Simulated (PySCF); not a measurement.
# SnS (SMILES [S][Sn]): CCSD(T)/STO-3G

Aim: the vertical ionisation energy of SnS at CCSD(T)/STO-3G, from 2 runs. 

The calculation is run with PySCF 2.14.0.

11 further runs of the same task are left out: 5 that didn't finish, 6 set aside as unsound or not needed.

### Step 1. The system as given

SnS has 2 atoms, charge 0, and is taken as a singlet. As SMILES, `[S][Sn]`. The bond length is the measured one.

Bond lengths: S1–Sn2 2.209 Å.

### Step 2. The energy at CCSD(T)/STO-3G

input.py reads:

```python
from pyscf import gto, scf, cc

system = gto.Mole()
system.atom = '''
S        0.000000       0.000000       0.000000
Sn       0.000000       0.000000       2.209026
'''
system.verbose = 3
system.basis = 'sto-3g'
system.max_memory = 1860
system.build()

mf = scf.RHF(system)
mf.conv_tol = 1e-10
mf.kernel()
if not mf.converged:
    mf = mf.newton().run(mf.mo_coeff, mf.mo_occ)

mycc = cc.CCSD(mf, frozen=23)
mycc.kernel()
e_t = mycc.ccsd_t()
energy = mycc.e_tot + e_t
print('E = %.10f Eh' % energy)
```

Run with:

```console
$ OMP_NUM_THREADS=1 python input.py
```

Output:

```text
converged SCF energy = -6356.44967227922
E(CCSD) = -6356.542558834739  E_corr = -0.09288655552086275
CCSD(T) correction = -0.0119995503493095
E = -6356.5545583851 Eh
```

Run time: 0.93 s. Hardware: 1 thread of Arm Neoverse V1, shared host; peak memory 0.1 GiB.

### Step 3. The doublet cation

job.py reads:

```python
from pyscf import gto, cc

molecule = gto.M(
    atom='''
S        0.000000       0.000000       0.000000
Sn       0.000000       0.000000       2.209026
''',
    max_memory=1860,
    basis='sto-3g',
    charge=1,
    verbose=4,
    spin=1,
)

myscf = molecule.UHF()
myscf.conv_tol = 1e-10
myscf.kernel()
if not myscf.converged:
    myscf = myscf.newton().run(myscf.mo_coeff, myscf.mo_occ)

mycc = cc.CCSD(myscf, frozen=23)
mycc.kernel()
e_t = mycc.ccsd_t()
e_tot = mycc.e_tot + e_t
print(f'total energy: {e_tot:.8f} hartree')
```

Run with:

```console
$ OMP_NUM_THREADS=1 python job.py
```

Output:

```text
PySCF version 2.14.0

[INPUT] num. atoms = 2
[INPUT] num. electrons = 65
[INPUT] charge = 1
[INPUT] spin (= nelec alpha-beta = 2S) = 1
[INPUT] symmetry False subgroup None
[INPUT] Mole.unit = angstrom
[INPUT] Symbol           X                Y                Z      unit          X                Y                Z       unit  Magmom
[INPUT]  1 S      0.000000000000   0.000000000000   0.000000000000 AA    0.000000000000   0.000000000000   0.000000000000 Bohr   0.0
[INPUT]  2 Sn     0.000000000000   0.000000000000   2.209026000000 AA    0.000000000000   0.000000000000   4.174454142043 Bohr   0.0

nuclear repulsion = 191.641822566145
number of shells = 16
number of NR pGTOs = 108
number of NR cGTOs = 36
basis = sto-3g
ecp = {}

******** <class 'pyscf.scf.uhf.UHF'> ********
method = UHF
initial guess = minao
damping factor = 0
level_shift factor = 0
DIIS = <class 'pyscf.scf.diis.CDIIS'>
diis_start_cycle = 1
diis_space = 8
diis_damp = 0
SCF conv_tol = 1e-10
SCF conv_tol_grad = None
SCF max_cycles = 50
direct_scf = True
direct_scf_tol = 1e-13
number electrons alpha = 33  beta = 32
Set gradient conv threshold to 1e-05
init E= -6339.21625331581
[... the frontier-level lines of each cycle are left out ...]

cycle= 1 E= -6356.24574476939  delta_E=  -17  |g|= 0.152  |ddm|= 1.66
[... 56 lines left out ...]
converged SCF energy = -6356.2620437524  <S^2> = 0.78369766  2S+1 = 2.0334185
[... 12 lines left out ...]
Init t2, MP2 energy = -0.0852053757593224
[... 20 lines left out ...]
UCCSD converged
[... 2 lines left out ...]
total energy: -6356.37424610 hartree
```

Wall time 1.2 s (1 thread of Arm Neoverse V1, shared host); peak memory 0.12 GiB.

### Step 4. Outcome

Level: CCSD(T)/STO-3G, 23 core orbitals frozen.

```
                                                                  quantity           value
                                                 singlet SnS: total energy  -6356.55456 Eh
                         singlet SnS: dipole moment (Hartree–Fock density)          1.88 D
                          singlet SnS: HOMO energy (Hartree–Fock orbitals)        -5.38 eV
                          singlet SnS: LUMO energy (Hartree–Fock orbitals)         5.07 eV
                        singlet SnS: HOMO–LUMO gap (Hartree–Fock orbitals)        10.45 eV
                 singlet SnS: correlation energy (23 core orbitals frozen)      -104.9 mEh
                                               singlet SnS: (T) correction      -12.00 mEh
                                                singlet SnS: T1 diagnostic           0.033
                                              doublet cation: total energy  -6356.37425 Eh
doublet cation: HOMO energy (Hartree–Fock orbitals) (highest over α and β)       -13.03 eV
 doublet cation: LUMO energy (Hartree–Fock orbitals) (lowest over α and β)        -4.80 eV
              doublet cation: correlation energy (23 core orbitals frozen)      -112.2 mEh
                                            doublet cation: (T) correction      -12.31 mEh
                         doublet cation: ⟨S²⟩ of the reference determinant           0.784
                                             doublet cation: T1 diagnostic           0.054
                        vertical ionisation energy (to the doublet cation)        4.907 eV
```

In words: Removing an electron at fixed nuclei costs 4.91 eV (473 kJ/mol). In a minimal basis such a difference can be off by several eV, whatever the method. The T1 diagnostic (singlet SnS) of 0.033 is above the customary mark for such species, so a single reference may not serve. The triples (singlet SnS) make up 11.4 % of the correlation energy. Relativity is left out (singlet SnS) although the molecule holds a heavy atom. The T1 diagnostic (doublet cation) of 0.054 is above the customary mark for such species, so a single reference may not serve.
